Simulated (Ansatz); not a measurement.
# C2H10BNSi: a ladder of functionals and wavefunction methods

How much do the methods differ for C2H10BNSi? The plan is to run it at one geometry with functionals of several rungs and with coupled cluster, and see how far each lands from CCSD(T) at the basis-set limit for the atomisation energy.

Computed with Ansatz 0.2.0, Gaussian basis. Level: functionals in def2-TZVPP, the program's frozen cores in correlated methods.

Plan: LDA (SPW92), PBE-D4, revPBE-D4, BLYP-D4, r2SCAN-D4, B97M-V, PBE0-D4, B3LYP-D4, r2SCANh-D4, r2SCAN0-D4, HSE06-D4, BHLYP-D4, CAM-B3LYP-D4, LC-ωPBE, ωB97X-V, ωB97M-V, B2PLYP, PBE-QIDH; CCSD(T)/def2-SVP; CCSD(T)/def2-TZVPP; MP2/def2-QZVPP; extrapolation to the limit; RPA on PBE.

## Step 1: The relaxed structure

All runs share one geometry, relaxed beforehand with PBE0-D4 in a triple-zeta def2 set.

SMILES `BN(C)[SiH2]C`, 15 atoms, charge 0, spin multiplicity 1.

Atoms are counted from 1 here; the program's logs count them from 0.

Bond lengths: B1–N2 1.395 Å, B1–H6 1.200 Å, B1–H7 1.198 Å, N2–C3 1.458 Å, N2–Si4 1.756 Å, C3–H8 1.095 Å, C3–H9 1.090 Å, C3–H10 1.095 Å, Si4–C5 1.865 Å, Si4–H11 1.481 Å, Si4–H12 1.491 Å, C5–H13 1.093 Å, C5–H14 1.093 Å, C5–H15 1.093 Å. Angles: N2–B1–H6 119.4°, N2–B1–H7 119.3°, H6–B1–H7 121.3°, B1–N2–C3 121.6°, B1–N2–Si4 122.2°, C3–N2–Si4 116.3°, N2–C3–H8 111.4°, N2–C3–H9 109.8°, N2–C3–H10 111.1°, H8–C3–H9 108.2°, H8–C3–H10 107.7°, H9–C3–H10 108.5°, N2–Si4–C5 111.4°, N2–Si4–H11 108.0°, N2–Si4–H12 107.6°, C5–Si4–H11 111.1°, C5–Si4–H12 108.9°, H11–Si4–H12 109.9° and more.

## Step 2: LDA

This LDA is Slater exchange with PW92 correlation.

Contents of in.yaml:

```yaml
crystal:
  periodic: [false, false, false]
  atoms:
    - {symbol: B, position_ang: [-1.682505, -0.625561, -1.089508]}
    - {symbol: N, position_ang: [-0.842669, -0.116356, -0.099177]}
    - {symbol: C, position_ang: [-1.037953, -0.441590, 1.308329]}
    - {symbol: Si, position_ang: [0.508776, 0.941801, -0.471793]}
    - {symbol: C, position_ang: [2.139428, 0.121579, -0.087820]}
    - {symbol: H, position_ang: [-2.590079, -1.347218, -0.778845]}
    - {symbol: H, position_ang: [-1.482946, -0.334354, -2.233951]}
    - {symbol: H, position_ang: [-0.182910, -0.991747, 1.714067]}
    - {symbol: H, position_ang: [-1.927392, -1.061281, 1.424450]}
    - {symbol: H, position_ang: [-1.165657, 0.465505, 1.907871]}
    - {symbol: H, position_ang: [0.420736, 1.308143, -1.904310]}
    - {symbol: H, position_ang: [0.371408, 2.162770, 0.372995]}
    - {symbol: H, position_ang: [2.965186, 0.800206, -0.317829]}
    - {symbol: H, position_ang: [2.268421, -0.785168, -0.683418]}
    - {symbol: H, position_ang: [2.216157, -0.147227, 0.968340]}
basis:
  gaussian: {orbitals: def2-TZVPP}
hamiltonian: {xc: lda}
output: {orbitals: {seedname: orbitals}}
```

Command:

```
$ ansatz run in.yaml --threads 4 --pin off --events-out ev --progress --plain --max-ram 10444MiB
```

Further steps of the session: PBE-D4 (GGA); revPBE-D4 (GGA); BLYP-D4 (GGA); r2SCAN-D4 (meta-GGA); B97M-V (meta-GGA); B3LYP-D4 (hybrid); r2SCANh-D4 (hybrid); r2SCAN0-D4 (hybrid); HSE06-D4 (hybrid); BHLYP-D4 (hybrid); CAM-B3LYP-D4 (range-separated); LC-ωPBE (range-separated); ωB97X-V (range-separated); ωB97M-V (range-separated); B2PLYP (double hybrid); PBE-QIDH (double hybrid); CCSD(T) in def2-SVP; CCSD(T) in def2-TZVPP; MP2 in def2-QZVPP; RPA on PBE orbitals.

Before running them: what should the planned runs give, taken together? Wanted: atomisation energy, CCSD(T)/CBS; farthest beyond LDA; mean size of error, GGA; mean size of error, meta-GGA; mean size of error, hybrid; mean size of error, range-separated; mean size of error, double hybrid; gap, smallest and largest; T1 diagnostic.

**Answer**, as computed:

| quantity | value |
| --- | --- |
| atomisation energy, CCSD(T)/CBS | 1312.5 kcal/mol |
| functionals within 6.6 kcal/mol (0.5 %) | BLYP-D4, r2SCAN-D4, B97M-V, PBE0-D4, r2SCANh-D4, HSE06-D4, LC-ωPBE, PBE-QIDH |
| farthest beyond LDA | BHLYP-D4 (-17.1 kcal/mol) |
| mean size of error, GGA | 8.7 kcal/mol |
| mean size of error, meta-GGA | 3.5 kcal/mol |
| mean size of error, hybrid | 6.7 kcal/mol |
| mean size of error, range-separated | 7.7 kcal/mol |
| mean size of error, double hybrid | 7.6 kcal/mol |
| gap, smallest and largest | 5.54 eV (LDA (SPW92)), 12.71 eV (LC-ωPBE) |
| T1 diagnostic | 0.0118 |
| triples share of the correlation energy | 3.7 % |

**Reading.** The LDA atomisation energy is off by 161.6 kcal/mol (12 %): it overbinds. PBE-D4 misses by +14.5 kcal/mol. Double hybrids carry the basis error of their MP2 part in triple zeta, and no dispersion term here, so their miss is partly the set-up's. By mean error the best rung here is meta-GGA (3.5 kcal/mol) and the worst beyond LDA is GGA (8.7 kcal/mol). The gap between the best rungs is small, so their order is not settled. Misses under about 6.6 kcal/mol are within the doubt on the reference itself, which lacks core-valence correlation, relativity and higher excitations. Hartree-Fock recovers 76 % of the binding; the rest is correlation. CCSD(T) in def2-SVP is off by -63.9 kcal/mol, which most functionals beat. The gap grows from 5.5 to 12.7 eV across the functionals, mostly with the share of exact exchange.
